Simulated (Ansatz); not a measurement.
# C2H8AlB: up Jacob's ladder to CCSD(T)

One table from this session's results is given with a row withheld; the runs are named, their logs left out.

Method: functionals in def2-TZVPP, the program's frozen cores in correlated methods; program: Ansatz 0.2.0, Gaussian basis.

Levels to be run: LDA (SPW92), PBE-D4, revPBE-D4, BLYP-D4, r2SCAN-D4, B97M-V, PBE0-D4, B3LYP-D4, r2SCANh-D4, r2SCAN0-D4, HSE06-D4, BHLYP-D4, CAM-B3LYP-D4, LC-ωPBE, ωB97X-V, ωB97M-V, B2PLYP, PBE-QIDH; CCSD(T)/def2-SVP; CCSD(T)/def2-TZVPP; MP2/def2-QZVPP; extrapolation to the limit; RPA on PBE.

## Structure used throughout

The geometry comes from an earlier relaxation with PBE0-D4 in a triple-zeta def2 set; it is a stationary point, not always the lowest conformer.

SMILES `C[B](C)[AlH2]`, 12 atoms, charge 0, spin multiplicity 1.

Atoms are counted from 1 here; the program's logs count them from 0.

Bond lengths: C1–B2 1.568 Å, C1–H5 1.092 Å, C1–H6 1.103 Å, C1–H7 1.095 Å, B2–C3 1.568 Å, B2–Al4 2.142 Å, C3–H8 1.103 Å, C3–H9 1.092 Å, C3–H10 1.095 Å, Al4–H11 1.599 Å, Al4–H12 1.599 Å. Angles: B2–C1–H5 116.8°, B2–C1–H6 104.0°, B2–C1–H7 114.0°, H5–C1–H6 105.6°, H5–C1–H7 109.4°, H6–C1–H7 105.9°, C1–B2–C3 117.5°, C1–B2–Al4 121.2°, C3–B2–Al4 121.3°, B2–C3–H8 104.0°, B2–C3–H9 116.8°, B2–C3–H10 114.0°, H8–C3–H9 105.6°, H8–C3–H10 105.9°, H9–C3–H10 109.4°, B2–Al4–H11 122.1°, B2–Al4–H12 122.1°, H11–Al4–H12 115.9°.

The first run:

Contents of in.yaml:

```yaml
crystal:
  periodic: [false, false, false]
  atoms:
    - {symbol: C, position_ang: [0.094320, 1.395250, -0.728701]}
    - {symbol: B, position_ang: [0.022795, 0.015752, 0.012539]}
    - {symbol: C, position_ang: [0.897836, -0.160291, 1.301234]}
    - {symbol: Al, position_ang: [-1.224930, -1.569082, -0.709760]}
    - {symbol: H, position_ang: [-0.095685, 1.386460, -1.804228]}
    - {symbol: H, position_ang: [-0.730458, 1.979071, -0.285544]}
    - {symbol: H, position_ang: [1.008444, 1.963673, -0.525361]}
    - {symbol: H, position_ang: [1.840232, -0.594722, 0.926209]}
    - {symbol: H, position_ang: [0.529678, -0.860656, 2.054147]}
    - {symbol: H, position_ang: [1.173097, 0.783033, 1.785436]}
    - {symbol: H, position_ang: [-2.770890, -1.678347, -0.317298]}
    - {symbol: H, position_ang: [-0.667538, -2.715343, -1.674773]}
basis:
  gaussian: {orbitals: def2-TZVPP}
hamiltonian: {xc: lda}
output: {orbitals: {seedname: orbitals}}
```

On the command line:

```
> ansatz run in.yaml --threads 2 --pin off --events-out ev --progress --plain --max-ram 4352MiB
```

Among the steps run: LDA; PBE-D4 (GGA); revPBE-D4 (GGA); BLYP-D4 (GGA); r2SCAN-D4 (meta-GGA); B97M-V (meta-GGA); B3LYP-D4 (hybrid); r2SCANh-D4 (hybrid); r2SCAN0-D4 (hybrid); HSE06-D4 (hybrid); BHLYP-D4 (hybrid); CAM-B3LYP-D4 (range-separated); LC-ωPBE (range-separated); ωB97X-V (range-separated); ωB97M-V (range-separated); B2PLYP (double hybrid); PBE-QIDH (double hybrid).

One of the session's tables, all rows but one given; the rest of the session is left out.

It belongs to the step «Frontier levels by functional». 

```
  functional  HOMO (eV)  LUMO (eV)  gap (eV)
 LDA (SPW92)          ?          ?         ?
      PBE-D4      -5.61      -2.18      3.43
   revPBE-D4      -5.57      -2.07      3.51
     BLYP-D4      -5.51      -2.06      3.46
   r2SCAN-D4      -5.81      -1.86      3.96
      B97M-V      -5.88      -2.08      3.80
     PBE0-D4      -6.74      -1.41      5.33
    B3LYP-D4      -6.57      -1.62      4.96
  r2SCANh-D4      -6.23      -1.60      4.63
  r2SCAN0-D4      -6.87      -1.23      5.64
    HSE06-D4      -6.34      -1.78      4.56
    BHLYP-D4      -7.81      -0.66      7.16
CAM-B3LYP-D4      -8.07      -0.50      7.57
     LC-ωPBE      -9.36       0.61      9.97
     ωB97X-V      -9.04       0.46      9.51
     ωB97M-V      -8.84       0.15      8.99
```

**Question.** Estimate the row for LDA (SPW92).

The run gave: HOMO (eV): -5.68; LUMO (eV): -2.41; gap (eV): 3.27. In the column «HOMO (eV)» it lies between r2SCAN-D4 (-5.81) and PBE-D4 (-5.61).
